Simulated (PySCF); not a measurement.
# HfOCl2: singlet, from a trigonal pyramidal start

Where does singlet HfOCl2 go from a trigonal pyramidal start, is the end point a minimum, and what are its modes, charges and moments?

The runs use PySCF 2.14.0; PBE0, basis Hf def2-TZVP with ECP60, O def2-TZVP, Cl def2-TZVP, scalar-relativistic core potentials, no spin–orbit coupling, density fitting.

## Step 1: Starting geometry

4 atoms, charge 0, spin multiplicity 1.

Bond lengths: Hf1–O2 1.850 Å, Hf1–Cl3 2.510 Å, Hf1–Cl4 2.510 Å. Angles: O2–Hf1–Cl3 99.8°, O2–Hf1–Cl4 99.8°, Cl3–Hf1–Cl4 99.8°.

```xyz
4
charge 0 multiplicity 1
Hf    0.0000   -0.4105    0.0000
O    -1.8500   -0.4130    0.0000
Cl    0.4231    1.1507    1.9193
Cl    0.4231    1.1507   -1.9193
```

## Step 2: Finding the electronic state

The steps below are one call of a driver around PySCF. For each, scf.py gives the equivalent set-up of the SCF; relaxations use the driver's own optimiser. After this first run the driver tries any further starts and a stability analysis.

Contents of scf.py:

```python
from pyscf import gto, scf, dft
mol = gto.M(atom='''
Hf     0.000000    -0.410530    -0.000000
O     -1.849970    -0.413010     0.000010
Cl     0.423080     1.150720     1.919290
Cl     0.423100     1.150730    -1.919290''',
    basis={'Hf': 'def2-TZVP', 'O': 'def2-TZVP', 'Cl': 'def2-TZVP'},
    ecp={'Hf': 'def2-TZVP'},
    charge=0, spin=0)
mf = dft.RKS(mol, xc='PBE0')
mf.grids.atom_grid = (50, 194)
aux = {'Hf': 'def2-universal-JKFIT', 'O': 'def2-universal-JKFIT', 'Cl': 'def2-universal-JKFIT'}
mf = mf.density_fit(auxbasis=aux)
mf.conv_tol = 1e-08
mf.diis_space = 10
mf.max_cycle = 60
mf.init_guess = 'minao'
mf.verbose = 4
mf.kernel()
```

Command:

```
$ OMP_NUM_THREADS=4 python axn.py task.json out
```

After this run come: Relaxing the singlet from the trigonal pyramidal start; Hessian and properties.

Q: Predict the outcome of this session. Wanted: minimum; geometry; wavenumbers; dipole moment; highest occupied, lowest empty level; polar-tensor charge of Hf1; zero-point energy; atomisation energy.

The runs gave:

```
                                 quantity                                                                   value
                                  minimum                                                             singlet, Cs
                                 geometry  Hf–Cl 2.365 Å (×2), Hf–O 1.742 Å; Cl–Hf–Cl 120.5°, Cl–Hf–O 112.0° (×2)
                       wavenumbers (cm⁻¹)             59 (a'), 113 (a'), 199 (a''), 364 (a'), 383 (a''), 957 (a')
                            dipole moment                                                                  4.08 D
     highest occupied, lowest empty level                                                         -8.82, -3.54 eV
               polar-tensor charge of Hf1                                                                 +2.17 e
                        zero-point energy                                                             12.4 kJ/mol
                      entropy at 298.15 K                                                         346.7 J/(mol K)
atomisation energy (no zero-point energy)                                                             1681 kJ/mol
```

What this shows: The trigonal pyramidal start keeps its Cs symmetry and ends in a minimum. In the infrared the band at 957 cm⁻¹ (a', stretch) leads. Only this shape and spin were tried, so other structures or states may lie lower. With an element this heavy the missing spin–orbit coupling can shift these numbers.
